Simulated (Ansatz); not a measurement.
# H₅NSiTe: a ladder of functionals and wavefunction methods

How much do the methods differ for H₅NSiTe? The plan is to run it at one geometry with functionals of several rungs and with coupled cluster, and see how far each lands from CCSD(T) at the basis-set limit for the atomisation energy.

The runs use Ansatz 0.2.0, Gaussian basis; functionals in def2-TZVPP, the program's frozen cores in correlated methods.

Plan: LDA (SPW92), PBE-D4, revPBE-D4, BLYP-D4, r2SCAN-D4, B97M-V, PBE0-D4, B3LYP-D4, r2SCANh-D4, r2SCAN0-D4, HSE06-D4, BHLYP-D4, CAM-B3LYP-D4, LC-ωPBE, ωB97X-V, ωB97M-V, B2PLYP, PBE-QIDH; CCSD(T)/def2-SVP; CCSD(T)/def2-TZVPP; MP2/def2-QZVPP; extrapolation to the limit; RPA on PBE.

## Step 1: The relaxed structure

The geometry comes from an earlier relaxation with PBE0-D4 in a triple-zeta def2 set; it is a stationary point, not always the lowest conformer. Te takes the def2 core potential; no spin-orbit term is included.

8 atoms, charge 0, spin multiplicity 1.

Atoms are counted from 1 here; the program's logs count them from 0.

Bond lengths: N1–Si2 1.714 Å, N1–H4 1.008 Å, N1–H5 1.008 Å, Si2–Te3 2.513 Å, Si2–H6 1.482 Å, Si2–H7 1.483 Å, Te3–H8 1.658 Å. Angles: Si2–N1–H4 119.5°, Si2–N1–H5 118.5°, H4–N1–H5 110.5°, N1–Si2–Te3 118.0°, N1–Si2–H6 106.5°, N1–Si2–H7 109.5°, Te3–Si2–H6 108.8°, Te3–Si2–H7 102.2°, H6–Si2–H7 112.0°, Si2–Te3–H8 91.9°.

## Step 2: LDA

This LDA is Slater exchange with PW92 correlation.

Contents of in.yaml:

```yaml
crystal:
  periodic: [false, false, false]
  atoms:
    - {symbol: N, position_ang: [-0.836466, 0.566601, -0.961836]}
    - {symbol: Si, position_ang: [0.563089, 0.395311, 0.012216]}
    - {symbol: Te, position_ang: [1.087675, -1.884216, 0.930705]}
    - {symbol: H, position_ang: [-0.930084, 0.010484, -1.797867]}
    - {symbol: H, position_ang: [-1.729907, 0.671998, -0.506765]}
    - {symbol: H, position_ang: [0.408158, 1.341039, 1.142493]}
    - {symbol: H, position_ang: [1.769369, 0.690958, -0.798739]}
    - {symbol: H, position_ang: [-0.239634, -1.849275, 1.923996]}
basis:
  gaussian: {orbitals: def2-TZVPP}
hamiltonian: {xc: lda}
output: {orbitals: {seedname: orbitals}}
```

Started as:

```bash
> ansatz run in.yaml --threads 2 --pin off --events-out ev --progress --plain --max-ram 4352MiB
```

After this run come: PBE-D4 (GGA); revPBE-D4 (GGA); BLYP-D4 (GGA); r2SCAN-D4 (meta-GGA); B97M-V (meta-GGA); PBE0-D4 (hybrid); B3LYP-D4 (hybrid); r2SCANh-D4 (hybrid); r2SCAN0-D4 (hybrid); HSE06-D4 (hybrid); BHLYP-D4 (hybrid); CAM-B3LYP-D4 (range-separated); LC-ωPBE (range-separated); ωB97X-V (range-separated); ωB97M-V (range-separated); B2PLYP (double hybrid); PBE-QIDH (double hybrid); CCSD(T) in def2-SVP; CCSD(T) in def2-TZVPP; MP2 in def2-QZVPP; RPA on PBE orbitals.

Q: Predict the results of all the runs planned. Wanted: atomisation energy, CCSD(T)/CBS; farthest beyond LDA; mean size of error, GGA; mean size of error, meta-GGA; mean size of error, hybrid; mean size of error, range-separated; mean size of error, double hybrid; gap, smallest and largest; T1 diagnostic.

As calculated:

| quantity | value |
| --- | --- |
| atomisation energy, CCSD(T)/CBS | 24.635 eV |
| functionals within 0.246 eV (1.0 %) | PBE-D4, BLYP-D4, B97M-V, B3LYP-D4, CAM-B3LYP-D4, ωB97X-V, ωB97M-V |
| farthest beyond LDA | BHLYP-D4 (-0.737 eV) |
| mean size of error, GGA | 0.277 eV |
| mean size of error, meta-GGA | 0.263 eV |
| mean size of error, hybrid | 0.471 eV |
| mean size of error, range-separated | 0.247 eV |
| mean size of error, double hybrid | 0.587 eV |
| gap, smallest and largest | 4.02 eV (BLYP-D4), 10.59 eV (LC-ωPBE) |
| T1 diagnostic | 0.0107 |
| triples share of the correlation energy | 2.9 % |

In words: LDA overbinds by 3.110 eV (13 %). PBE-D4 misses by -0.051 eV. Double hybrids carry the basis error of their MP2 part in triple zeta, and no dispersion term here, so their miss is partly the set-up's. By mean error the best rung here is range-separated (0.247 eV) and the worst beyond LDA is double hybrid (0.587 eV). The gap between the best rungs is small, so their order is not settled. Misses under about 0.246 eV are within the doubt on the reference itself, which lacks core-valence correlation, spin-orbit coupling and higher excitations, and its outer-core shells are covered unevenly. All levels share the lack of spin-orbit coupling, which lowers the free heavy atoms and so the true binding. Hartree-Fock recovers 69 % of the binding; the rest is correlation. CCSD(T) in def2-SVP is off by -2.424 eV, more than most functionals: a good method in a small basis is no reference. The gap grows from 4.0 to 10.6 eV across the functionals, mostly with the share of exact exchange. Correlated methods include outer-core shells of Te, which these sets cover unevenly.
